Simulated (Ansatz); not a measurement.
**AlGaO+ (doublet): the correlation ladder, cc-pVDZ**

One table from this session's results is given with a row withheld; the runs are named, their logs left out.

Program: Ansatz 0.2.0, Gaussian basis. Level of theory: cc-pVDZ, core rule «outside noble gas», up to 20 orbitals frozen. These are calculated values, not measurements.

The runs, in order: UHF; CCSD(T) on ROHF; CCSD(T) on UHF; BCCD(T) on ROHF; CISD; CCSDT(Q) on ROHF; CCSDT(Q) on UHF.

35 further runs of the same task are left out: 12 for a known fault of the program, 13 that didn't finish, 10 set aside as unsound or not needed.

### The geometry

The geometry is a PBE0/def2-TZVP stationary point (not a proven minimum) of the parent state, kept for this charge and spin. No spin-orbit coupling is included. The filled d shell of Ga may be among the frozen orbitals whatever the setting's name suggests; the logs give the count.

3 atoms, charge 1, spin multiplicity 2.

Atoms are counted from 1 here; the program's logs count them from 0.

Bond lengths: Al1–O2 1.696 Å, O2–Ga3 1.801 Å. Angles: Al1–O2–Ga3 180.0°.

Set-up of the first run:

File in.yaml:

```yaml
crystal:
  periodic: [false, false, false]
  atoms:
    - {symbol: Al, position_ang: [0.000000, 0.000000, 1.730700]}
    - {symbol: O, position_ang: [0.000000, 0.000000, 0.035000]}
    - {symbol: Ga, position_ang: [0.000000, 0.000000, -1.765700]}
basis:
  gaussian: {orbitals: cc-pVDZ}
total_charge: 1
magnetization: {spin_polarized: true, initial_magnetization: 1}
hamiltonian: {xc: hf}
output: {orbitals: {seedname: orbitals}}
```

Run with:

```
ansatz run in.yaml --threads 1 --pin off --events-out ev --progress --plain --max-ram 2393MiB
```

Among the steps run: UHF; CCSD(T) on ROHF; CCSD(T) on UHF; BCCD(T) on ROHF; CISD; CCSDT(Q) on ROHF; CCSDT(Q) on UHF.

One table of the session follows, with a row left open; its other results are not shown here.

It belongs to the step «Misses and costs». 

```
   method  from UCCSDT(Q) (meV)
     ROHF               +7695.5
      UHF               +7649.8
     RMP2                +710.2
     UMP2                +679.8
    RCCSD                +349.0
    UCCSD                +343.2
 RCCSD(T)                 +69.8
 UCCSD(T)                 +67.3
  BCCD(T)                 +62.4
   RCCSDT                 +41.0
   UCCSDT                     ?
RCCSDT(Q)                 +15.7
UCCSDT(Q)                     0
```

Q: Estimate the row for UCCSDT from the others.

**Answer.** from UCCSDT(Q) (meV): +39.6. In the column «from UCCSDT(Q) (meV)» it lies between RCCSDT(Q) (+15.7) and RCCSDT (+41.0).

Not comparable, so not listed: CISD (they don't share determinant, frozen orbitals or solution with the rows shown, or repeat one).

To keep in mind: Restricted and unrestricted rows rest on different reference determinants; where their highest levels disagree by more than a few hundredths of an eV, they describe different states and don't form one ladder.
